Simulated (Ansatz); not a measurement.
# BeAs+ (triplet): the correlation ladder at distance As1–Be2 = 3.844 Å, cc-pVDZ

How much of the correlation energy of BeAs+ (triplet) does each wave-function method recover here?

Program: Ansatz 0.2.0, Gaussian basis. Level of theory: cc-pVDZ, core rule «outside noble gas», up to 15 orbitals frozen. These are calculated values, not measurements.

The runs, in order: UHF; CCSD(T) on ROHF; CCSD(T) on UHF; BCCD(T) on ROHF; CISD; CCSDT(Q) on ROHF; CCSDT(Q) on UHF; CASSCF and MRCISD+Q, 4 electrons in 4 orbitals; CASSCF and NEVPT2, 4 electrons in 4 orbitals; Full CI.

52 further runs of the same task are left out: 25 for a known fault of the program, 2 for a mislabelled method, 20 that didn't finish, 5 set aside as unsound or not needed.

### 1 The system

The geometry derives from a PBE0/def2-TZVP stationary point (not a proven minimum). One bond is set to the value named and the two fragments are kept rigid. No spin-orbit coupling is included. The filled d shell of As may be among the frozen orbitals whatever the setting's name suggests; the logs give the count.

2 atoms, charge 1, spin multiplicity 3.

Atoms are counted from 1 here; the program's logs count them from 0.

No contacts short enough for the rule that draws bonds.

### 2 UHF

Contents of in.yaml:

```yaml
crystal:
  periodic: [false, false, false]
  atoms:
    - {symbol: As, position_ang: [0.000000, 0.000000, 0.000000]}
    - {symbol: Be, position_ang: [0.000000, 0.000000, 3.844000]}
basis:
  gaussian: {orbitals: cc-pVDZ}
total_charge: 1
magnetization: {spin_polarized: true, initial_magnetization: 2}
hamiltonian: {xc: hf}
output: {orbitals: {seedname: orbitals}}
```

Run with:

```sh
$ ansatz run in.yaml --threads 1 --pin off --events-out ev --progress --plain --max-ram 2393MiB
```

After this run come: CCSD(T) on ROHF; CCSD(T) on UHF; BCCD(T) on ROHF; CISD; CCSDT(Q) on ROHF; CCSDT(Q) on UHF; CASSCF and MRCISD+Q, 4 electrons in 4 orbitals; CASSCF and NEVPT2, 4 electrons in 4 orbitals; Full CI.

Q: Predict the results of all the runs planned. Wanted: FCI below the RHF energy; RMP2 from FCI; UMP2 from FCI; RCCSD from FCI; RCCSD(T) from FCI; UCCSD(T) from FCI; RCCSDT(Q) from FCI; UCCSDT(Q) from FCI; NEVPT2 pair from FCI.

**Answer**, as computed:

| quantity | value |
| --- | --- |
| FCI below the RHF energy | -3.2639 eV |
| RMP2 from FCI | +1089.4 meV |
| UMP2 from FCI | +648.0 meV |
| RCCSD from FCI | +140.4 meV |
| RCCSD(T) from FCI | +44.4 meV |
| UCCSD(T) from FCI | +47.3 meV |
| RCCSDT(Q) from FCI | +1.0 meV |
| UCCSDT(Q) from FCI | -8.0 meV |
| NEVPT2 pair from FCI | +562.7 meV |
| MRCISD+Q pair from FCI | +48.9 meV |
| levels within 1 kcal/mol (43 meV) | RCCSDT, UCCSDT, RCCSDT(Q), UCCSDT(Q) |
| T1 diagnostic | 0.144 |
| effectively unpaired electrons | 2.67 |

**Reading.** RCCSD(T) misses by +44.4 meV, 1.4 % of the correlation energy. UCCSDT, UCCSDT(Q) fall below full CI: unrestricted runs freeze a spin-polarised core, another one than full CI's, and coupled cluster isn't variational. The occupations show some static correlation. Of the multireference levels listed MRCISD+Q pair comes nearest in total energy (+48.9 meV), which doesn't show that its space is the better one. These misses are within one basis, not against nature; the frozen cores of restricted and unrestricted runs differ, which can shift their rows.
